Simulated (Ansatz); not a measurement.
# BN: further runs on the relaxed cell

An exercise on one series of results from a longer session: the logs are not shown, and one member is left open.

Method: DFT r2SCAN, scalar-relativistic, plane waves, PAW, in Ansatz 0.2.0.

1 further run of the same task is left out (set aside as unsound or not needed).

## The structure to begin with

Symmetry: P6_3mc, No. 186, hexagonal system. The conventional cell has a = 2.544 Å, b = 2.544 Å, c = 4.208 Å, α = 90.00°, β = 90.00°, γ = 120.00°. B (site symmetry 3m) has 4 N at 1.56 to 1.58 Å as nearest neighbours. Around N (site symmetry 3m) lie 4 B at 1.56 to 1.58 Å.

Structure file:

```xyz
4
Lattice="2.5440 0.0000 0.0000 -1.2720 2.2031 0.0000 0.0000 0.0000 4.2077" Properties=species:S:1:pos:R:3 pbc="T T T"
B     1.2720    0.7344    4.2069
B     0.0000    1.4688    2.1030
N     1.2720    0.7344    2.6307
N     0.0000    1.4688    0.5268
```

It goes back to an entry of the Materials Project, which need not be the stable form.

It is the result of an earlier relaxation at this level (volume 5.90 Å³/atom; gap on the mesh: 5.75 eV).

Set-up of the first run:

Contents of input.yaml:

```yaml
crystal:
  lattice:
    - [2.5182681343, 0.0, 0.0]
    - [-1.2591340672, 2.1808841779, 0.0]
    - [0.0, 0.0, 4.1652395541]
  atoms:
    - { symbol: B, position: [0.6666666667, 0.3333333333, 0.999799591] }
    - { symbol: B, position: [0.3333333333, 0.6666666667, 0.499799591] }
    - { symbol: "N", position: [0.6666666667, 0.3333333333, 0.625200409] }
    - { symbol: "N", position: [0.3333333333, 0.6666666667, 0.125200409] }
basis:
  ecutwfc: 500
kpoints:
  mp_grid: { grid: [12, 12, 6] }
hamiltonian:
  xc: r2scan
scf:
  occupations: { method: gaussian, width: 0.02 }
output:
  forces: true
  stress: true
  eigenvalues: true
relax:
  adjacent_minimum: "off"
  f_tol: 0.01
  max_steps: 30
  cell: { stress_tol: 0.1, fix: [volume] }
```

Command:

```bash
$ ansatz run input.yaml --threads 1 --pin off --max-ram 2560MiB --backend cpu --events-out ev --progress --plain --runs-dir out
```

Among the steps run: Volume × 0.97; Volume × 1.03; Point at V/V0 = 0.94; The cell scaled to 1.06 of its volume; Point at V/V0 = 0.91; The cell scaled to 1.10 of its volume; Volume × 0.88.

One table of the session follows, with a row left open; its other results are not shown here.

It belongs to the step «Energy against volume». 

```
volume (Å³/atom)  energy above the lowest point (meV/atom)  pressure (GPa)  gap on the mesh (eV)
           5.188                                     126.2           63.09                  5.47
           5.365                                      67.5           43.82                  5.56
           5.542                                      28.5           27.12                  5.63
           5.719                                       6.8           12.61                  5.69
           5.896                                       0.0            0.00                  5.75
           6.073                                       6.2          -10.96                  5.80
           6.250                                         ?               ?                     ?
           6.485                                      62.0          -31.30                  5.91
```

**Question.** Estimate the row for volume (Å³/atom) = 6.250.

Worked estimate for «energy above the lowest point (meV/atom)». A straight line through the neighbours (6.073, 6.2) and (6.485, 62.0) gives 6.2 + (62.0 − 6.2) × (6.250 − 6.073) / (6.485 − 6.073) = 30.2; a parabola fitted to 3 rows on both sides gives 23.1.

As computed: energy above the lowest point (meV/atom): 23.7; pressure (GPa): -20.49; gap on the mesh (eV): 5.85. In «energy above the lowest point (meV/atom)» the line misses by +6.5 and the parabola by -0.6.
